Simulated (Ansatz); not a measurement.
Consider vertical spin-state energies of BFGeH4Si, SMILES F[B]1[SiH2][GeH2]1 (the Python package of Ansatz (0.2.0)).

The script, `bfgeh4si_spin.py`:
```python
"""Vertical spin-state energies of BFGeH4Si."""

import ansatz as az

BASIS = "6-31G*"
FUNCTIONAL = "pbe"

geometry_ang = [
    ("F", (2.1198, -0.7525, 1.5788)),
    ("B", (0.9584, -0.3159, 0.7297)),
    ("Si", (-0.2032, 1.1503, -0.0563)),
    ("Ge", (-0.5596, -0.8535, -0.5616)),
    ("H", (0.5527, 1.9216, -1.0769)),
    ("H", (-1.0345, 1.7897, 0.9687)),
    ("H", (-0.0413, -1.4243, -1.8831)),
    ("H", (-1.7001, -1.5726, 0.2449)),
]
geometry = az.Crystal.molecule()
for symbol, xyz in geometry_ang:
    geometry = geometry.atom(symbol, xyz)

model = (
    geometry.calculation()
    .basis(gaussian=BASIS)
    .functional(FUNCTIONAL)
)
found = {}
for unpaired in [0, 2]:
    data = model.spin("collinear", total=unpaired).run().report
    s = unpaired / 2
    found[unpaired] = data["free_energy_ev"]
    print(f"2S+1 = {unpaired + 1}: E = {found[unpaired]:.5f} eV, <S^2> = {abs(data['mean_field']['state']['spin_squared']):.3f} (pure state {s * (s + 1):.2f})")
lowest = min(found, key=found.get)
for unpaired, e in found.items():
    print(f"multiplicity {unpaired + 1}: {23.060548 * (e - found[lowest]):.1f} kcal/mol above the lowest")
```

Which spin state is lowest at this geometry, and how far above lie the others?

In order: multiplicity 1 (+0.00 eV) and multiplicity 3 (+1.26 eV), all at the one geometry.

The output:

`python bfgeh4si_spin.py` gives:
```text
2S+1 = 1: E = -67827.34707 eV, <S^2> = 0.000 (pure state 0.00)
2S+1 = 3: E = -67826.09155 eV, <S^2> = 2.008 (pure state 2.00)
multiplicity 1: 0.0 kcal/mol above the lowest
multiplicity 3: 29.0 kcal/mol above the lowest
```

What to keep in mind:
- The settings weren't tested for convergence.
- The geometry is a force-field or estimated start, not a minimum of this method, and the basis set is short of its limit. All parts are taken at fixed geometry, without zero-point energy.
- By the engine's processor time: 4.9 s on 1 thread of Intel(R) Xeon(R) Processor @ 2.30GHz (shared host), peak memory 0.25 GiB.
